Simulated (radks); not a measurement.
# Tc³⁺ in [Kr] 4d3.75 5s0.25: an all-electron calculation

Wanted: eigenvalues, radial structure and energy terms of the technetium ion Tc3+.

Method: non-relativistic Kohn-Sham, LDA (Slater exchange, Perdew-Wang correlation), spin-polarised, spherical densities, point nucleus; open shells are filled with parallel spins first. Code: radks (a radial shooting solver on a logarithmic mesh, Libxc functionals) version 1.

### 1 The system

| Item | Value |
| --- | --- |
| element | technetium (Z = 43) |
| charge | +3 |
| electrons | 40 |
| configuration | [Kr] 4d3.75 5s0.25 |

### 2 The run

Input:

```text
Z 43
configuration [Kr] 4d3.75 5s0.25 5p0 6s0
relativity non-relativistic
functional lda,pw
spin polarised
nucleus point
```

Started as:

```sh
> python run_ks.py task.json out
```

The same process makes all the runs of this session.

Q: Predict the outcome of this run.

The runs gave:

| quantity | value |
| --- | --- |
| total energy | -4200.28158 hartree |
| exchange-correlation share of it | 2.88 % |
| −T/E | 0.9993 |
| highest occupied level | 5s up, -28.466 eV |
| most extended occupied level | 5s up, <r> = 2.60 bohr |
| radius at density 0.001 e/bohr³ | 3.39 bohr |
| maxima of the radial density | 4 |

5 principal shells are occupied and 4 maxima appear in the radial density; where shells overlap, one shows as a shoulder or not at all. The ratio −T/E is 0.9993; for a non-relativistic Coulomb system it is 1 up to the kinetic part of correlation. This is not the tabulated ground configuration, so its levels and sizes aren't those of the ground state, and no measured value stands beside it.
